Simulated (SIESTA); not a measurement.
Crystal: SiNi2.

```
Ni Si
1.0
     4.99000    0.00000    0.00000
     0.00000    3.72000    0.00000
     0.00000    0.00000    7.03000
Ni Si
8 4
Cartesian
  1.6218 2.7900 6.5871
  3.3683 0.9300 0.4429
  0.8732 0.9300 3.0721
  4.1167 2.7900 3.9579
  2.2854 2.7900 2.0879
  2.7046 0.9300 4.9421
  0.2096 0.9300 5.6029
  4.7804 2.7900 1.4271
  3.9221 2.7900 6.2286
  1.0679 0.9300 0.8014
  3.5629 0.9300 2.7136
  1.4271 2.7900 4.3164
```

```yaml
Program: SIESTA 5.4.2
Task: single point
Functional: PBEsol
Potentials_or_basis: PseudoDojo 0.4 standard (PBEsol files)
Basis: DZP (energy shift 0.003 Ry; two zetas on semicore shells)
Grid_cutoff: 800 Ry
Energy_shift: 0.003 Ry
k_mesh: 6 × 7 × 4
Occupations: fermi-dirac, width 0.05 eV
Spin: collinear spin, ferromagnetic start
Starting_moments: "[1.0, 1.0, 1.0, 1.0, 1.0, 1.0, 1.0, 1.0, 0.0, 0.0, 0.0, 0.0] μB"
```

On this cell: pressure -4.6 GPa; largest force 0.433 eV/Å; net moment 0.00 μB per cell; band gap on the k mesh none (metal or under the smearing width).

The same run follows on a disturbed copy (atoms moved at random, drawn with an rms of 0.05 Å):

```xyz
12
Lattice="4.9900 0.0000 0.0000 0.0000 3.7200 0.0000 0.0000 0.0000 7.0300" Properties=species:S:1:pos:R:3 pbc="T T T"
Ni    1.6079    2.7744    6.5675
Ni    3.3872    0.9268    0.4572
Ni    0.8180    0.9302    3.0401
Ni    4.0687    2.8023    3.9473
Ni    2.3176    2.8347    2.1080
Ni    2.6863    0.8949    4.9484
Ni    0.2370    0.9203    5.6177
Ni    4.8120    2.8819    1.4292
Si    3.9400    2.8229    6.2462
Si    1.0738    0.9219    0.7713
Si    3.6001    0.9618    2.7140
Si    1.4491    2.7522    4.3751
```

Q: What changes?

A: The energy (extrapolated to zero smearing) moves by +18.8 meV/atom; pressure -3.6 GPa; largest force 1.413 eV/Å; net moment 0.00 μB per cell; band gap on the k mesh none (metal or under the smearing width).

Forces on the atoms (eV/Å):
```
Ni   0.653 -0.009  0.991
Ni  -0.426  0.580 -0.450
Ni   0.494  0.143  0.731
Ni   0.793 -0.084  0.110
Ni  -0.254 -0.248 -0.392
Ni   0.259  0.163  0.345
Ni  -0.529  0.180 -0.580
Ni  -0.078 -0.909  0.365
Si  -0.112 -0.533 -0.131
Si   0.268  0.508  0.258
Si  -0.524 -0.067  0.024
Si  -0.544  0.275 -1.275
```

Stress tensor (GPa, compression positive):
```
-4.69  0.41  0.66
 0.41 -2.91  0.20
 0.66  0.20 -3.09
```

Caveats: short orbitals over semicore shells can move pressures by several GPa; the basis of atomic orbitals isn't converged, which shifts pressures, moduli and gaps.
